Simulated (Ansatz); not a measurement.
# KMgF3: how the settings move a single-point run

How sensitive is a single-point run of KMgF3 to its settings? A reference run comes first, then one run with altered input.

Computed with Ansatz 0.2.0 (reference: DFT, PBE, all-electron LAPW, scalar-relativistic, unless a step's input says otherwise).

### 1 Starting point

Symmetry: Pm-3m, No. 221, cubic system. The conventional cell has a = 3.986 Å, b = 3.986 Å, c = 3.986 Å, α = 90.00°, β = 90.00°, γ = 90.00°. Around K (site symmetry m-3m) lie 12 F at 2.82 Å. Mg (site symmetry m-3m) is surrounded by 6 F at 1.99 Å. Around F (site symmetry 4/mmm) lie 2 Mg at 1.99 Å and 4 K at 2.82 Å.

Coordinates:

```cif
data_structure
_symmetry_space_group_name_H-M 'P 1'
_symmetry_Int_Tables_number 1
_cell_length_a 3.9859
_cell_length_b 3.9859
_cell_length_c 3.9859
_cell_angle_alpha 90.000
_cell_angle_beta 90.000
_cell_angle_gamma 90.000
_cell_volume 63.33
loop_
_atom_site_label
_atom_site_type_symbol
_atom_site_fract_x
_atom_site_fract_y
_atom_site_fract_z
_atom_site_occupancy
K1 K 0.50000 0.50000 0.50000 1
Mg1 Mg 0.00000 0.00000 0.00000 1
F1 F 0.50000 0.00000 0.00000 1
F2 F 0.00000 0.50000 0.00000 1
F3 F 0.00000 0.00000 0.50000 1
```

### 2 Reference

Contents of input.yaml:

```yaml
crystal:
  lattice:
    - [3.9859, 0.0, 0.0]
    - [0.0, 3.9859, 0.0]
    - [0.0, 0.0, 3.9859]
  atoms:
    - { symbol: K, position: [0.5, 0.5, 0.5] }
    - { symbol: Mg, position: [0.0, 0.0, 0.0] }
    - { symbol: F, position: [0.5, 0.0, 0.0] }
    - { symbol: F, position: [0.0, 0.5, 0.0] }
    - { symbol: F, position: [0.0, 0.0, 0.5] }
kpoints:
  mp_grid: { grid: [6, 6, 6] }
  band_path:
    path:
      - [0.0, 0.0, 0.0]
      - [0.0, 0.5, 0.0]
      - [0.5, 0.5, 0.0]
      - [0.0, 0.0, 0.0]
      - [0.5, 0.5, 0.5]
      - [0.0, 0.5, 0.0]
      - [0.5, 0.5, 0.5]
      - [0.5, 0.5, 0.0]
    npoints: 14
scf:
  occupations: { method: fermi_dirac, width: 0.03 }
hamiltonian:
  xc: pbe
  pseudopotentials: { kind: all_electron, lapw: { basis_error: 0.001 } }
output:
  forces: true
  stress: true
  eigenvalues: true
  populations: true
  dos: { projected: true, de: 0.2, e_range: [-14, 8] }
```

Run with:

```bash
ansatz run input.yaml --threads 2 --pin off --max-ram 6144MiB --backend cpu --events-out ev --progress --plain --runs-dir out
```

### 3 Variant: xc lda

Edit input.yaml of step 2 so:

```diff
@@ -27,3 +27,3 @@
 hamiltonian:
-  xc: pbe
+  xc: lda
   pseudopotentials: { kind: all_electron, lapw: { basis_error: 0.001 } }
@@ -34,2 +34 @@
   populations: true
-  dos: { projected: true, de: 0.2, e_range: [-14, 8] }
```

Before running it: what results should come out? Wanted: for each run, ending; energy change; pressure; gap; force.

**Answer**, as computed:

| run | ending | energy change | pressure (GPa) | gap (eV) | force (eV/Å) | cycles | time |
| --- | --- | --- | --- | --- | --- | --- | --- |
| reference | converged | - | 3.8 | 7.32 | 0.00 | 8 | 24 s |
| 1: xc lda | converged | not comparable | -4.4 | 6.97 | 0.00 | 8 | 24 s |

Times don't compare one to one where runs were asked for different outputs or read a saved state (see the inputs); cycles may leave out searches for a lower state.

Residual by cycle in the longest SCF loop of each run; runs are numbered as in the table. The quantity is the density residual dr2, in eV.

```csv
cycle,reference,run 1
1,2.8,2.58
2,0.168,0.136
3,0.215,0.2
4,0.00581,0.00452
5,2.6e-4,2.1e-4
6,1.6e-5,2.0e-5
7,5.2e-7,6.0e-7
8,6.5e-9,7.0e-9
```

**Reading.** Total energies don't compare across a change of functional; the pressure goes from 3.8 to -4.4 GPa and the gap on the mesh goes from 7.32 to 6.97 eV. At this fixed cell a lower pressure means that this functional prefers a smaller volume than the reference.

These are semilocal Kohn-Sham gaps, which aren't the measured quantity. Such gaps usually fall short of the measured ones.
